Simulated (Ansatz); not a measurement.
# B2H3Br (SMILES BBBr): one structure at several levels

An exercise on one series of results from a longer session: the logs are not shown, and one member is left open.

The runs use Ansatz 0.2.0, Gaussian basis; single points in def2-TZVPP.

Cores are frozen in the correlated methods. Filled d shells of the heavier atoms are correlated.

## Where the work starts

SMILES `BBBr`, 6 atoms, charge 0, spin multiplicity 1.

Atoms are counted from 1 here; the program's logs count them from 0.

Bond lengths: B1–B2 1.588 Å, B1–H4 1.325 Å, B1–H5 1.283 Å, B2–Br3 1.875 Å, B2–H6 1.117 Å. Angles: B2–B1–H4 118.2°, B2–B1–H5 124.1°, H4–B1–H5 117.5°, B1–B2–Br3 113.9°, B1–B2–H6 124.3°, Br3–B2–H6 119.0°.

Geometry (Å):

```
atom    x (Å)    y (Å)    z (Å)
  B1  -0.2360   0.0497  -0.7269
  B2   0.0717  -0.2005   0.8104
 Br3   0.6701   1.3238   1.7230
  H4  -1.4910   0.2809  -1.0853
  H5   0.6417  -0.0298  -1.6591
  H6   0.2494  -1.2065   1.2610
```

Set-up of the first run:

File run/in.yaml:

```yaml
crystal:
  periodic: [false, false, false]
  atoms:
    - {symbol: B, position_ang: [-0.236000, 0.049700, -0.726900]}
    - {symbol: B, position_ang: [0.071700, -0.200500, 0.810400]}
    - {symbol: Br, position_ang: [0.670100, 1.323800, 1.723000]}
    - {symbol: H, position_ang: [-1.491000, 0.280900, -1.085300]}
    - {symbol: H, position_ang: [0.641700, -0.029800, -1.659100]}
    - {symbol: H, position_ang: [0.249400, -1.206500, 1.261000]}
basis:
  gaussian: {orbitals: def2-TZVPP}
correlation: {method: ccsd_t}
output: {forces: true}
```

The command line of these runs was not kept.

Steps of the session up to this table: CCSD(T)/def2-TZVPP; PBE0-D4/def2-TZVPP; wB97M-V/def2-TZVPP; r2SCAN-D4/def2-TZVPP; PBE-D4/def2-TZVPP; SPW92/def2-TZVPP; wB97X-V/def2-TZVPP.

One of the session's tables, all rows but one given; the rest of the session is left out.

| method | RMS force component (eV/Å) | angle to CCSD(T) forces (°) | dipole (D) |
| --- | --- | --- | --- |
| CCSD(T) | 1.262 | reference | 0.56 |
| PBE0-D4 | ? | ? | ? |
| wB97M-V | 1.223 | 4.9 | 0.61 |
| r2SCAN-D4 | 1.175 | 8.4 | 0.53 |
| PBE-D4 | 1.139 | 11.5 | 0.38 |
| SPW92 | 1.102 | 18.9 | 0.40 |
| wB97X-V | 1.261 | 2.6 | 0.67 |

**Question.** Estimate the row for PBE0-D4.

The run gave: RMS force component (eV/Å): 1.198; angle to CCSD(T) forces (°): 6.4; dipole (D): 0.56. In the column «RMS force component (eV/Å)» it lies between r2SCAN-D4 (1.175) and wB97M-V (1.223).
